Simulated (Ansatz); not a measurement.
# Sc2InSb3: the cost of one run

Program: Ansatz 0.2.0. Level of theory: DFT PBE, scalar-relativistic, plane waves, PAW, unless a step names another level. These are calculated values, not measurements.

16 further runs of the same task are left out: 2 that didn't finish, 14 set aside as unsound or not needed.

## Step 1: The formula and the candidates

Pauling electronegativities: Sc 1.36, In 1.78, Sb 2.05 (spread 0.69). The formula balances with common oxidation states: In +3, Sc +3, Sb -3, a formal count that means little at so small a spread. Tabulated atomic sizes suggest about 24 Å³/atom. 23 candidates were drawn, by swapping species into database cells of other compounds, at random by space group and Wyckoff sites, or by hand, as the table says:

| name | made from | space group no. | Wyckoff sites | atoms (primitive cell) | V (Å³/atom) |
| --- | --- | --- | --- | --- | --- |
| c01 | database cell of Zr2CuSb3 | 115 | Sc 2g; In 1a; Sb 1b, 2g | 6 | 25.1 |
| c02 | database cell of NaCu3Te2 | 166 | Sc 6c; In 3b; Sb 3a, 6c | 6 | 24.5 |
| c03 | random | 99 | Sc 1a, 1a; In 1b; Sb 2c, 1b | 6 | 26.6 |
| c04 | random | 119 | Sc 2d, 2a; In 2c; Sb 4e, 2b | 6 | 26.8 |
| c05 | database cell of TeMo2S3 | 156 | Sc 1b, 1c; In 1b; Sb 1c, 1c, 1b | 6 | 22.9 |
| c06 | random | 123 | Sc 2e; In 1c; Sb 2f, 1b | 6 | 27.7 |
| c07 | database cell of NaCu3Te2 | 160 | Sc 3a, 3a; In 3a; Sb 3a, 3a, 3a | 6 | 25.3 |
| c08 | random | 187 | Sc 2g; In 1a; Sb 1c, 1d, 1b | 6 | 26.1 |
| c09 | database cell of ErB2Rh3 | 12 | Sc 4g; In 2a; Sb 2d, 4f | 6 | 24.2 |
| c10 | database cell of Dy2In3Cu | 156 | Sc 1b, 1b; In 1a; Sb 1c, 1c, 1a | 6 | 25.9 |
| c11 | random | 189 | Sc 2e; In 1b; Sb 3f | 6 | 31.5 |
| c12 | built by hand: rocksalt-zincblende 111 intergrowth | 156 | Sc 1a, 1c; In 1a; Sb 1c, 1a, 1b | 6 | 28.3 |
| c13 | built by hand: rocksalt, 2:1 cation layers along 001 | 139 | Sc 4e; In 2a; Sb 4e, 2b | 6 | 24.9 |
| c14 | database cell of Li2CeO3 | 65 | Sc 4j; In 2a; Sb 4j, 2b | 6 | 23.8 |
| c15 | random | 187 | Sc 2h; In 1a; Sb 1e, 2h | 6 | 28.8 |
| c16 | database cell of Hf2Sb3Pd | 115 | Sc 2g; In 1b; Sb 2g, 1a | 6 | 23.7 |
| c17 | built by hand: rocksalt, 2:1 cation layers along 111 | 164 | Sc 2d; In 1a; Sb 2d, 1b | 6 | 25.1 |
| c18 | random | 123 | Sc 2f; In 1c; Sb 2e, 1a | 6 | 30.5 |
| c19 | random | 25 | Sc 2g; In 1a; Sb 2h, 1b | 6 | 28.0 |
| c20 | random | 191 | Sc 2e; In 1a; Sb 3f | 6 | 27.6 |
| c21 | database cell of NdAl3Pd2 | 191 | Sc 2c; In 1a; Sb 3g | 6 | 26.3 |
| c22 | built by hand: rocksalt, MoPt2-type cation order | 71 | Sc 4i; In 2a; Sb 2d, 4j | 6 | 24.9 |
| c23 | random | 99 | Sc 2c; In 1b; Sb 2c, 1b | 6 | 25.5 |

## Step 2: Screening run of c09

Contents of input.yaml:

```yaml
crystal:
  lattice:
    - [3.31451089, -5.72214014, 0.0]
    - [3.31451089, 5.72214014, 0.0]
    - [-0.02340619, 0.0, 3.83159723]
  atoms:
    - { symbol: Sc, position: [0.66399999, 0.33600001, 0.0] }
    - { symbol: Sc, position: [0.33600001, 0.66399999, 0.0] }
    - { symbol: In, position: [0.0, 0.0, 0.0] }
    - { symbol: Sb, position: [0.5, 0.5, 0.5] }
    - { symbol: Sb, position: [0.0, 0.5, 0.5] }
    - { symbol: Sb, position: [0.5, 0.0, 0.5] }
basis:
  ecutwfc: 420
kpoints:
  mp_grid: { grid: [3, 3, 4] }
hamiltonian:
  xc: pbe
scf:
  occupations: { method: gaussian, width: 0.2 }
  lower_state_search: "off"
output:
  forces: true
  stress: true
  eigenvalues: true
relax:
  adjacent_minimum: "off"
  f_tol: 0.08
  max_steps: 16
  cell: { stress_tol: 0.8 }
```

Run with:

```sh
> ansatz run input.yaml --threads 1 --pin off --max-ram 2560MiB --backend cpu --events-out ev --progress --plain --runs-dir out
```

**Question.** How long does this run take on 1 thread of Arm Neoverse V2, shared host, and how much memory does it need?

About 40 s, with a peak of 0.48 GiB.
